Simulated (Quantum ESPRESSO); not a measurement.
# Bi2Te3 (Tellurobismuthite) (R-3m) in Quantum ESPRESSO: band structure with PBEsol

Aim: the band structure of Bi2Te3 (Tellurobismuthite) with PBEsol.

Program: Quantum ESPRESSO 7.5. These are calculated values, not measurements. Logs are shortened: lines on timing, memory, paths and dates and some standing lists are left out, and cuts for length are marked.

**The experiment to reproduce.**

“Vacancy and Antisite-Induced Ferromagnetism in Liquid-Phase Exfoliated Bi2Te3”, 2024, arxiv:2412.10539 quotes, for a bulk crystal of Bi2Te3: band gap 0.17 eV.

The results are compared with them further down.

## 1. The crystal as given

The structure is trigonal, space group R-3m (No. 166). Conventional cell: a = 4.386 Å, b = 4.386 Å, c = 30.497 Å, α = 90.00°, β = 90.00°, γ = 120.00°. Bi (site symmetry 3m) is surrounded by 6 Te at 3.07 to 3.25 Å. Te (site symmetry 3m) has 3 Bi at 3.07 Å as nearest neighbours. Te (site symmetry -3m) is surrounded by 6 Bi at 3.25 Å.

## 2. Band structure, PBEsol

Input file pw.in:

```
&CONTROL
  calculation = 'scf'
  prefix = 'pwscf'
  outdir = './tmp'
  pseudo_dir = './pseudo'
  tprnfor = .true.
  tstress = .true.
  disk_io = 'low'
/
&SYSTEM
  ibrav = 0
  celldm(1) = 8
  nat = 5
  ntyp = 2
  ecutwfc = 80
  nbnd = 51
  occupations = 'smearing'
  smearing = 'fd'
  degauss = 0.00367493
/
&ELECTRONS
  conv_thr = 1d-09
  electron_maxstep = 120
  mixing_beta = 0.5
/
ATOMIC_SPECIES
Bi   208.9804 Bi.upf
Te   127.6000 Te.upf
CELL_PARAMETERS alat
  0.5180211739130   0.2990796641969   2.4012907342875
 -0.5180211739130   0.2990796641969   2.4012907342875
  0.0000000000000  -0.5981593284173   2.4012907342875
ATOMIC_POSITIONS crystal
Bi     0.6000000000    0.6000000000    0.6000000000
Bi     0.4000000000    0.4000000000    0.4000000000
Te     0.7905000000    0.7905000000    0.7905000000
Te     0.2095000000    0.2095000000    0.2095000000
Te     0.0000000000    0.0000000000    0.0000000000
K_POINTS automatic
7 7 7 0 0 0
```

Input file bands.in:

```
&CONTROL
  calculation = 'bands'
  prefix = 'pwscf'
  outdir = './tmp'
  pseudo_dir = './pseudo'
  disk_io = 'low'
  verbosity = 'high'
/
&SYSTEM
  ibrav = 0
  celldm(1) = 8
  nat = 5
  ntyp = 2
  ecutwfc = 80
  nbnd = 51
  occupations = 'smearing'
  smearing = 'fd'
  degauss = 0.00367493
/
&ELECTRONS
  conv_thr = 1d-08
  electron_maxstep = 120
  mixing_beta = 0.5
  diago_full_acc = .true.
  startingwfc = 'random'
/
ATOMIC_SPECIES
Bi   208.9804 Bi.upf
Te   127.6000 Te.upf
CELL_PARAMETERS alat
  0.5180211739130   0.2990796641969   2.4012907342875
 -0.5180211739130   0.2990796641969   2.4012907342875
  0.0000000000000  -0.5981593284173   2.4012907342875
ATOMIC_POSITIONS crystal
Bi     0.6000000000    0.6000000000    0.6000000000
Bi     0.4000000000    0.4000000000    0.4000000000
Te     0.7905000000    0.7905000000    0.7905000000
Te     0.2095000000    0.2095000000    0.2095000000
Te     0.0000000000    0.0000000000    0.0000000000
K_POINTS crystal
60
 0.0000000000  0.0000000000  0.0000000000 1
 0.0555555556  0.0000000000  0.0000000000 1
 0.1111111111  0.0000000000  0.0000000000 1
 0.1666666667  0.0000000000  0.0000000000 1
 0.2222222222  0.0000000000  0.0000000000 1
 0.2777777778  0.0000000000  0.0000000000 1
 0.3333333333  0.0000000000  0.0000000000 1
 0.3888888889  0.0000000000  0.0000000000 1
 0.4444444444  0.0000000000  0.0000000000 1
 0.5000000000  0.0000000000  0.0000000000 1
 0.5000000000  0.0354016785 -0.0354016785 1
 0.5000000000  0.0708033570 -0.0708033570 1
 0.5000000000  0.1062050355 -0.1062050355 1
 0.5000000000  0.1416067140 -0.1416067140 1
 0.5000000000  0.1770083925 -0.1770083925 1
 0.8229916075  0.5000000000  0.1770083925 1
 0.7906924468  0.5000000000  0.2093075532 1
 0.7583932860  0.5000000000  0.2416067140 1
 0.7260941253  0.5000000000  0.2739058747 1
 0.6937949645  0.5000000000  0.3062050355 1
 0.6614958038  0.5000000000  0.3385041962 1
 0.6291966430  0.5000000000  0.3708033570 1
 0.5968974823  0.5000000000  0.4031025177 1
 0.5645983215  0.5000000000  0.4354016785 1
 0.5322991608  0.5000000000  0.4677008392 1
 0.5000000000  0.5000000000  0.5000000000 1
 0.3333333333  0.3333333333  0.3333333333 1
 0.1666666667  0.1666666667  0.1666666667 1
 0.0000000000  0.0000000000  0.0000000000 1
 0.0307731087  0.0000000000 -0.0307731087 1
 0.0615462175  0.0000000000 -0.0615462175 1
 0.0923193262  0.0000000000 -0.0923193262 1
 0.1230924350  0.0000000000 -0.1230924350 1
 0.1538655437  0.0000000000 -0.1538655437 1
 0.1846386525  0.0000000000 -0.1846386525 1
 0.2154117612  0.0000000000 -0.2154117612 1
 0.2461848700  0.0000000000 -0.2461848700 1
 0.2769579787  0.0000000000 -0.2769579787 1
 0.3077310875  0.0000000000 -0.3077310875 1
 0.3385041962  0.0000000000 -0.3385041962 1
 0.6614958038  0.3385041962  0.0000000000 1
 0.6291966430  0.3708033570  0.0000000000 1
 0.5968974823  0.4031025177  0.0000000000 1
 0.5645983215  0.4354016785  0.0000000000 1
 0.5322991608  0.4677008392  0.0000000000 1
 0.5000000000  0.5000000000  0.0000000000 1
 0.6614958038  0.6614958038  0.1770083925 1
 0.6453462234  0.6453462234  0.2093075532 1
 0.6291966430  0.6291966430  0.2416067140 1
 0.6130470626  0.6130470626  0.2739058747 1
 0.5968974823  0.5968974823  0.3062050355 1
 0.5807479019  0.5807479019  0.3385041962 1
 0.5645983215  0.5645983215  0.3708033570 1
 0.5484487411  0.5484487411  0.4031025177 1
 0.5322991608  0.5322991608  0.4354016785 1
 0.5161495804  0.5161495804  0.4677008392 1
 0.5000000000  0.5000000000  0.5000000000 1
 0.5000000000  0.0000000000  0.0000000000 1
 0.6614958038  0.1692520981  0.1692520981 1
 0.8229916075  0.3385041962  0.3385041962 1
```

Potentials or basis: PseudoDojo 0.4.1 SR PBEsol standard.

Launch:

```
$ OMP_NUM_THREADS=1 mpirun -n 2 pw.x -nk 2 -in pw.in > pw.out
$ OMP_NUM_THREADS=1 mpirun -n 2 pw.x -nk 2 -in bands.in > bands.out
```

pw.out:

```text
This program is part of the open-source Quantum ESPRESSO suite
     for quantum simulation of materials; please cite
[... 6 lines left out ...]
     using ibrav=0 with symmetry is DISCOURAGED, use correct ibrav instead

     K-points division:     npool     =       2
     Subspace diagonalization in iterative solution of the eigenvalue problem:
     a serial algorithm will be used

     G-vector sticks info
     --------------------
     sticks:   dense  smooth     PW     G-vecs:    dense   smooth      PW
     Sum        4089    4089   1195               110629   110629   17591

     Using Slab Decomposition

     bravais-lattice index     =            0
     lattice parameter (alat)  =       8.0000  a.u.
     unit-cell volume          =    1142.8793 (a.u.)^3
     number of atoms/cell      =            5
     number of atomic types    =            2
     number of electrons       =        78.00
     number of Kohn-Sham states=           51
     kinetic-energy cutoff     =      80.0000  Ry
     charge density cutoff     =     320.0000  Ry
     scf convergence threshold =      1.0E-09
     mixing beta               =       0.5000
     number of iterations used =            8  plain     mixing
     Exchange-correlation= PBESOL
                           (   1   4  10   8   0   0   0)

     celldm(1)=   8.000000  celldm(2)=   0.000000  celldm(3)=   0.000000
     celldm(4)=   0.000000  celldm(5)=   0.000000  celldm(6)=   0.000000

     crystal axes: (cart. coord. in units of alat)
               a(1) = (   0.518021   0.299080   2.401291 )
               a(2) = (  -0.518021   0.299080   2.401291 )
               a(3) = (   0.000000  -0.598159   2.401291 )

     reciprocal axes: (cart. coord. in units 2 pi/alat)
               b(1) = (  0.965212  0.557265  0.138814 )
               b(2) = ( -0.965212  0.557265  0.138814 )
               b(3) = ( -0.000000 -1.114530  0.138814 )

     PseudoPot. # 1 for Bi read from file:
     Bi.upf
     Pseudo is Norm-conserving + core correction, Zval = 15.0
     Generated using ONCVPSP code by D. R. Hamann
     Using radial grid of 1472 points,  6 beta functions with:
                l(1) =   0
                l(2) =   0
                l(3) =   1
                l(4) =   1
                l(5) =   2
                l(6) =   2

     PseudoPot. # 2 for Te read from file:
     Te.upf
     Pseudo is Norm-conserving + core correction, Zval = 16.0
     Generated using ONCVPSP code by D. R. Hamann
     Using radial grid of 1294 points,  6 beta functions with:
                l(1) =   0
                l(2) =   0
                l(3) =   1
                l(4) =   1
                l(5) =   2
                l(6) =   2

     atomic species   valence    mass     pseudopotential
     Bi               15.00   208.98040     Bi( 1.00)
     Te               16.00   127.60000     Te( 1.00)

     12 Sym. Ops., with inversion, found

   Cartesian axes

     site n.     atom                  positions (alat units)
         1        Bi     tau(   1) = (  -0.0000000  -0.0000000   4.3223233  )
         2        Bi     tau(   2) = (   0.0000000  -0.0000000   2.8815489  )
         3        Te     tau(   3) = (   0.0000000  -0.0000000   5.6946610  )
         4        Te     tau(   4) = (  -0.0000000  -0.0000000   1.5092112  )
         5        Te     tau(   5) = (   0.0000000   0.0000000   0.0000000  )

     number of k points=    44  Fermi-Dirac smearing, width (Ry)=  0.0037
                       cart. coord. in units 2pi/alat
        k(    1) = (   0.0000000   0.0000000   0.0000000), wk =   0.0058309
        k(    2) = (  -0.0000000  -0.1592186   0.0198306), wk =   0.0349854
        k(    3) = (  -0.0000000  -0.3184372   0.0396612), wk =   0.0349854
        k(    4) = (  -0.0000000  -0.4776558   0.0594918), wk =   0.0349854
        k(    5) = (  -0.1378874  -0.0796093   0.0396612), wk =   0.0349854
        k(    6) = (  -0.1378874  -0.2388279   0.0594918), wk =   0.0699708
[... 36 lines left out ...]
        k(   43) = (  -0.0000000   0.0000000   0.1784754), wk =   0.0116618
        k(   44) = (  -0.0000000   0.9553116   0.0594918), wk =   0.0349854

     Dense  grid:   110629 G-vectors     FFT dimensions: ( 120, 120, 120)

     Initial potential from superposition of free atoms

     starting charge      77.9979, renormalised to      78.0000
     Starting wfcs are   45 randomized atomic wfcs +    6 random wfcs

     Self-consistent Calculation

     iteration #  1     ecut=    80.00 Ry     beta= 0.50
     Davidson diagonalization with overlap
     ethr =  1.00E-02,  avg # of iterations =  6.2

     Threshold (ethr) on eigenvalues was too large:
     Diagonalizing with lowered threshold

     Davidson diagonalization with overlap
     ethr =  1.19E-04,  avg # of iterations =  7.7

     total energy              =    -955.84057287 Ry
     estimated scf accuracy    <       0.09034773 Ry

     iteration #  2     ecut=    80.00 Ry     beta= 0.50
     Davidson diagonalization with overlap
     ethr =  1.16E-04,  avg # of iterations =  3.7

     total energy              =    -955.82603802 Ry
     estimated scf accuracy    <       0.23418412 Ry

     iteration #  3     ecut=    80.00 Ry     beta= 0.50
     Davidson diagonalization with overlap
     ethr =  1.16E-04,  avg # of iterations =  3.5

     total energy              =    -955.86186898 Ry
     estimated scf accuracy    <       0.08737352 Ry

     iteration #  4     ecut=    80.00 Ry     beta= 0.50
     Davidson diagonalization with overlap
     ethr =  1.12E-04,  avg # of iterations =  1.2

     total energy              =    -955.87070962 Ry
     estimated scf accuracy    <       0.00119504 Ry

     iteration #  5     ecut=    80.00 Ry     beta= 0.50
     Davidson diagonalization with overlap
     ethr =  1.53E-06,  avg # of iterations =  6.8
[... 15 lines left out ...]
     total energy              =    -955.87083994 Ry
     estimated scf accuracy    <       0.00000027 Ry

     iteration #  8     ecut=    80.00 Ry     beta= 0.50
     Davidson diagonalization with overlap
     ethr =  3.42E-10,  avg # of iterations =  2.2

     total energy              =    -955.87083999 Ry
     estimated scf accuracy    <       0.00000002 Ry

     iteration #  9     ecut=    80.00 Ry     beta= 0.50
     Davidson diagonalization with overlap
     ethr =  2.81E-11,  avg # of iterations =  2.1

     total energy              =    -955.87083999 Ry
     estimated scf accuracy    <          1.9E-09 Ry

     iteration # 10     ecut=    80.00 Ry     beta= 0.50
     Davidson diagonalization with overlap
     ethr =  2.49E-12,  avg # of iterations =  2.2

     End of self-consistent calculation

          k = 0.0000 0.0000 0.0000 ( 13861 PWs)   bands (ev):

   -27.2858 -27.2858 -27.2806 -27.2806 -27.2798 -27.2779 -27.2779 -27.2779
   -27.2769 -27.2769 -27.1407 -27.1341 -27.1341 -27.1043 -27.1043 -13.7200
   -13.7200 -13.7183 -13.7183 -13.7078 -13.7065 -13.7051 -13.7051 -13.7037
   -13.7037  -3.9735  -3.2492  -2.0423   0.4410   0.8942   7.0486   7.2936
     7.6676   7.6676   7.6962   7.6962   8.5350   8.5350   9.3889   9.6203
    10.0246  10.0246  11.3450  11.5015  11.5015  14.1859  14.6949  15.3297
    15.3297  15.7062  15.7064

          k =-0.0000-0.1592 0.0198 ( 13795 PWs)   bands (ev):

   -27.2857 -27.2856 -27.2806 -27.2803 -27.2795 -27.2785 -27.2781 -27.2779
   -27.2768 -27.2766 -27.1406 -27.1342 -27.1341 -27.1043 -27.1041 -13.7215
   -13.7196 -13.7178 -13.7161 -13.7071 -13.7061 -13.7052 -13.7052 -13.7043
   -13.7034  -3.7948  -3.0985  -1.9167   0.2782   0.7426   6.2456   6.3546
     7.0592   7.0676   7.7527   8.0354   8.2865   8.4091   8.7397  10.6147
    10.6915  10.7706  11.2836  11.3800  11.9838  13.6523  14.3189  15.4184
    15.4883  16.0235  16.2559

          k =-0.0000-0.3184 0.0397 ( 13795 PWs)   bands (ev):

   -27.2856 -27.2850 -27.2809 -27.2795 -27.2795 -27.2786 -27.2782 -27.2780
   -27.2766 -27.2765 -27.1403 -27.1344 -27.1342 -27.1043 -27.1036 -13.7258
   -13.7235 -13.7141 -13.7122 -13.7095 -13.7075 -13.7037 -13.7023 -13.7021
   -13.7008  -3.2733  -2.6909  -1.5866  -0.3186   0.3090   5.1090   5.7436
     6.0449   6.5437   7.0010   7.1073   8.3557   8.4482   8.7297  10.3325
    10.7536  10.9076  12.0229  12.1781  12.9231  13.4377  14.8341  15.1696
    16.3357  16.6379  16.8279

          k =-0.0000-0.4777 0.0595 ( 13806 PWs)   bands (ev):
[... 389 lines left out ...]
          k =-0.0000 0.0000 0.1785 ( 13830 PWs)   bands (ev):

   -27.2858 -27.2858 -27.2806 -27.2806 -27.2798 -27.2779 -27.2779 -27.2779
   -27.2769 -27.2769 -27.1407 -27.1341 -27.1341 -27.1043 -27.1043 -13.7200
   -13.7200 -13.7183 -13.7183 -13.7077 -13.7066 -13.7051 -13.7051 -13.7037
   -13.7037  -3.8400  -3.5402  -1.5819  -0.3832   1.4920   6.5760   7.5531
     7.5531   7.7806   7.9673   7.9673   8.2636   8.2636   8.9438  10.1811
    10.4764  10.4764  11.0663  11.0663  11.0936  14.0204  14.9362  14.9362
    15.1119  15.9753  16.5813

          k =-0.0000 0.9553 0.0595 ( 13814 PWs)   bands (ev):

   -27.2857 -27.2856 -27.2806 -27.2803 -27.2795 -27.2785 -27.2781 -27.2779
   -27.2768 -27.2766 -27.1406 -27.1342 -27.1341 -27.1043 -27.1041 -13.7215
   -13.7196 -13.7178 -13.7161 -13.7071 -13.7060 -13.7052 -13.7052 -13.7043
   -13.7034  -3.6550  -3.3913  -1.4666  -0.4263   1.1738   6.1022   6.6327
     7.1577   7.2193   7.3933   7.5880   8.3005   8.6418   9.1662   9.9722
    10.3247  10.9286  11.6082  11.7062  12.0610  13.9780  14.5457  14.7656
    15.4192  15.4489  16.4104

     the Fermi energy is     9.5074 ev

!    total energy              =    -955.87083999 Ry
     estimated scf accuracy    <          7.6E-11 Ry
     smearing contrib. (-TS)   =      -0.00001768 Ry
     internal energy E=F+TS    =    -955.87082231 Ry

     The total energy is F=E-TS. E is the sum of the following terms:
     one-electron contribution =    -391.84633357 Ry
     hartree contribution      =     229.77572425 Ry
     xc contribution           =    -232.12183297 Ry
     ewald contribution        =    -561.67838001 Ry

     convergence has been achieved in  10 iterations

     Forces acting on atoms (cartesian axes, Ry/au):

     atom    1 type  1   force =    -0.00000000   -0.00000000   -0.00120688
     atom    2 type  1   force =     0.00000000   -0.00000000    0.00120688
     atom    3 type  2   force =    -0.00000000   -0.00000000   -0.00354382
     atom    4 type  2   force =     0.00000000    0.00000000    0.00354382
     atom    5 type  2   force =    -0.00000000   -0.00000000   -0.00000000

     Total force =     0.005294     Total SCF correction =     0.000044

     Computing stress (Cartesian axis) and pressure

          total   stress  (Ry/bohr**3)                   (kbar)     P=       -5.28
  -0.00002813  -0.00000000  -0.00000000           -4.14       -0.00       -0.00
   0.00000000  -0.00002813  -0.00000000            0.00       -4.14       -0.00
   0.00000000  -0.00000000  -0.00005137            0.00       -0.00       -7.56

=------------------------------------------------------------------------------=
   JOB DONE.
=------------------------------------------------------------------------------=
```

It took 21 min on 2 MPI ranks of AMD EPYC 9B45 (Zen 5), shared host; peak memory 1.4 GiB.

Results:

```
Free energy             : -13005.2853 eV
Pressure                : -0.5 GPa
Largest force           : 0.091 eV/Å
Band gap on the k mesh  : 0.23 eV, direct
Band gap along the path : 0.23 eV, direct
```

Forces on the atoms (eV/Å):
```
Bi   0.000  0.000 -0.031
Bi   0.000  0.000  0.031
Te   0.000  0.000 -0.091
Te   0.000  0.000  0.091
Te   0.000  0.000  0.000
```

Levels at the corners of the path, in eV from the valence-band top:
```tsv
point	band 37	band 38	band 39	band 40	band 41	band 42
Γ	-0.85	-0.85	0.00	0.23	0.64	0.64
L	-2.43	-0.90	-0.51	0.53	1.04	2.73
B1	-1.96	-0.97	-0.78	1.17	1.43	2.51
B	-1.96	-0.97	-0.78	1.17	1.43	2.51
Z	-1.15	-1.15	-0.46	0.82	1.13	1.13
Γ	-0.85	-0.85	0.00	0.23	0.64	0.64
X	-1.63	-1.39	-0.64	1.04	1.99	2.04
Q	-1.63	-1.39	-0.64	1.04	1.99	2.04
F	-1.83	-1.54	-0.96	0.81	1.49	2.04
P1	-1.35	-1.34	-1.24	1.14	1.28	1.68
Z	-1.15	-1.15	-0.46	0.82	1.13	1.13
L	-2.43	-0.90	-0.51	0.53	1.04	2.73
P	-1.35	-1.34	-1.24	1.14	1.28	1.68
```

Caveat: some levels on the path didn't converge; spin-orbit coupling is left out, which as a rule narrows the gap of such compounds by several tenths of an eV.

## 3. Comparison with measurements

Step 2. Against the measured gap of Bi2Te3, 0.17 eV (quoted in “Vacancy and Antisite-Induced Ferromagnetism in Liquid-Phase Exfoliated Bi2Te3”, 2024, arxiv:2412.10539), the calculated 0.23 eV is off by +0.06 eV. Spin-orbit coupling on Bi, Te is left out. The value is that of PBEsol, without temperature or zero-point motion.
